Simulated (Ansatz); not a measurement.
# WC: shifting one sublattice

Aim: for WC, map the energy as every W atom is pushed off its site.

Program: Ansatz 0.2.0. Level of theory: DFT r2SCAN, scalar-relativistic, plane waves, PAW. These are calculated values, not measurements.

## Step 1: Starting point

It takes space group Fm-3m (No. 225, cubic). Conventional cell: a = 4.385 Å, b = 4.385 Å, c = 4.385 Å, α = 90.00°, β = 90.00°, γ = 90.00°. Around W (site symmetry m-3m) lie 6 C at 2.19 Å. C (site symmetry m-3m) is surrounded by 6 W at 2.19 Å.

As a file:

```cif
data_structure
_symmetry_space_group_name_H-M 'P 1'
_symmetry_Int_Tables_number 1
_cell_length_a 3.1009
_cell_length_b 3.1009
_cell_length_c 3.1009
_cell_angle_alpha 60.000
_cell_angle_beta 60.000
_cell_angle_gamma 60.000
_cell_volume 21.08
loop_
_atom_site_label
_atom_site_type_symbol
_atom_site_fract_x
_atom_site_fract_y
_atom_site_fract_z
_atom_site_occupancy
W1 W 0.00000 0.00000 0.00000 1
C1 C 0.50000 0.50000 0.50000 1
```

It goes back to an entry of the Materials Project, which need not be the stable form.

The cell is taken as given, not relaxed at this level.

## Step 2: Zero of energy

Reference values: F = -10648.3393 eV; pressure -5.25 GPa; largest force 0.000 eV/Å; gap on the mesh none (metal). It was computed beforehand with the settings of the runs below.

## Step 3: Next: shifting one sublattice

Every W atom is moved by x along the Cartesian unit vector (0.000, -0.707, -0.707); the cell and all other atoms stay fixed. Forces below are components along that vector, summed over the moved atoms.

## Step 4: Point x = -0.500 Å

Input file input.yaml:

```yaml
crystal:
  lattice:
    - [0.0, 2.192684, 2.192684]
    - [2.192684, 0.0, 2.192684]
    - [2.192684, 2.192684, 0.0]
  atoms:
    - { symbol: W, position: [0.1612422905, 0.0, 0.0] }
    - { symbol: C, position: [0.5, 0.5, 0.5] }
basis:
  ecutwfc: 500
kpoints:
  mp_grid: { grid: [18, 18, 18] }
hamiltonian:
  xc: r2scan
scf:
  occupations: { method: gaussian, width: 0.15 }
output:
  forces: true
  stress: true
  eigenvalues: true
```

Command:

```console
ansatz run input.yaml --threads 1 --pin off --max-ram 2560MiB --backend cpu --events-out ev --progress --plain --runs-dir out
```

## Step 5: At x = 0.375 Å

Changes to input.yaml since step 4:

```diff
@@ -6,3 +6,3 @@
   atoms:
-    - { symbol: W, position: [0.1612422905, 0.0, 0.0] }
+    - { symbol: W, position: [-0.1209317179, 0.0, 0.0] }
     - { symbol: C, position: [0.5, 0.5, 0.5] }
```

## Step 6: x = -0.250 Å

Changes to input.yaml since step 5:

```diff
@@ -6,3 +6,3 @@
   atoms:
-    - { symbol: W, position: [-0.1209317179, 0.0, 0.0] }
+    - { symbol: W, position: [0.0806211453, 0.0, 0.0] }
     - { symbol: C, position: [0.5, 0.5, 0.5] }
```

## Step 7: x = 0.125 Å

Changes to input.yaml since step 6:

```diff
@@ -6,3 +6,3 @@
   atoms:
-    - { symbol: W, position: [0.0806211453, 0.0, 0.0] }
+    - { symbol: W, position: [-0.0403105726, 0.0, 0.0] }
     - { symbol: C, position: [0.5, 0.5, 0.5] }
@@ -20 +20,5 @@
   eigenvalues: true
+  write_density: true
+  write_potential: true
+  elf: true
+  volumetric_format: npy
```

## Step 8: x = 0.438 Å

Changes to input.yaml since step 7:

```diff
@@ -6,3 +6,3 @@
   atoms:
-    - { symbol: W, position: [-0.0403105726, 0.0, 0.0] }
+    - { symbol: W, position: [-0.1410870042, 0.0, 0.0] }
     - { symbol: C, position: [0.5, 0.5, 0.5] }
@@ -20,5 +20 @@
   eigenvalues: true
-  write_density: true
-  write_potential: true
-  elf: true
-  volumetric_format: npy
```

## Step 9: At x = 0.312 Å

Changes to input.yaml since step 8:

```diff
@@ -6,3 +6,3 @@
   atoms:
-    - { symbol: W, position: [-0.1410870042, 0.0, 0.0] }
+    - { symbol: W, position: [-0.1007764316, 0.0, 0.0] }
     - { symbol: C, position: [0.5, 0.5, 0.5] }
```

## Step 10: Point x = 0.188 Å

Changes to input.yaml since step 9:

```diff
@@ -6,3 +6,3 @@
   atoms:
-    - { symbol: W, position: [-0.1007764316, 0.0, 0.0] }
+    - { symbol: W, position: [-0.060465859, 0.0, 0.0] }
     - { symbol: C, position: [0.5, 0.5, 0.5] }
```

## Step 11: Point x = 0.062 Å

Changes to input.yaml since step 10:

```diff
@@ -6,3 +6,3 @@
   atoms:
-    - { symbol: W, position: [-0.060465859, 0.0, 0.0] }
+    - { symbol: W, position: [-0.0201552863, 0.0, 0.0] }
     - { symbol: C, position: [0.5, 0.5, 0.5] }
```

(Steps that only read results are left out.)

Before running it: what results should come out?

**Answer**, as computed:

| quantity | value |
| --- | --- |
| force constant along x, from the points at -0.250, 0 and 0.062 Å | 5.89 eV/Å² |

What this shows: Near the site the force constant is 5.89 eV/Å². The step of 0.25 Å is wide, so anharmonic terms mix in. The undisturbed cell stays the lowest of the sampled points. Spin-orbit coupling is left out for W.
